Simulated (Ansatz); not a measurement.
GaH₂I, SMILES [GaH2][I]: a ladder of basis sets, run with the Python package of Ansatz (0.2.0).

`basis.py`
```python
"""Basis-set convergence for GaH2I."""

import ansatz as az


def main() -> None:
    molecule = (
        az.Crystal.molecule()
        .atom("Ga", (0.039, -0.0606, -0.3127))
        .atom("I", (1.963, -0.5379, 1.0772))
        .atom("H", (-1.2159, -0.649, 0.4197))
        .atom("H", (-0.7306, 1.1872, -1.2045))
    )

    base = molecule.calculation().functional("PBE0", dispersion="d4")

    energies = {}
    for basis in ["def2-SVP", "def2-SVPD", "def2-TZVP", "def2-TZVPP"]:
        rep = base.basis(gaussian=basis).run().report
        size = rep["n_frozen"] + rep["n_occupied"][0] + rep["n_virtual"][0]
        energies[basis] = (rep["reference_energy_ev"] / 27.211386246, rep["free_energy_ev"] / 27.211386246)
        print(f"{basis:14s} {size:4d} orbitals  reference {energies[basis][0]:14.6f} Ha  total {energies[basis][1]:14.6f} Ha")

    last = energies["def2-TZVPP"][1]
    for basis, (_, total) in energies.items():
        print(f"{basis:14s} lies {27.211386 * (total - last):9.4f} eV above def2-TZVPP")


if __name__ == "__main__":
    main()
```

How far does the total energy move along this ladder of basis sets?

Against def2-SVP: def2-SVPD -2.3 mHa, def2-TZVP -257.5 mHa and def2-TZVPP -257.9 mHa. The last step alone is -0.41 mHa (these two sets differ little on atoms other than hydrogen). From the first set to the last the time grows from 1.3 to 1.9 s.

What the script printed:

```console
$ python basis.py
def2-SVP         68 orbitals  reference   -2223.270872 Ha  total   -2223.273214 Ha
def2-SVPD        89 orbitals  reference   -2223.273170 Ha  total   -2223.275512 Ha
def2-TZVP       110 orbitals  reference   -2223.528328 Ha  total   -2223.530670 Ha
def2-TZVPP      126 orbitals  reference   -2223.528740 Ha  total   -2223.531081 Ha
def2-SVP       lies    7.0169 eV above def2-TZVPP
def2-SVPD      lies    6.9544 eV above def2-TZVPP
def2-TZVP      lies    0.0112 eV above def2-TZVPP
def2-TZVPP     lies    0.0000 eV above def2-TZVPP
```

The drop along the ladder measures the basis error, and is no property of the molecule. The geometry is a force-field or estimated start, not a minimum of this method, and the last set is no limit. Much of the fall in a total is atomic energy, which cancels in bond and reaction energies. def2 sets replace the cores of elements past krypton by effective core potentials. Total less reference energy is the dispersion correction. Timing: 6.8 s on 1 thread of Intel(R) Xeon(R) Processor @ 2.30GHz, with other jobs on the host, peak memory 0.34 GiB.
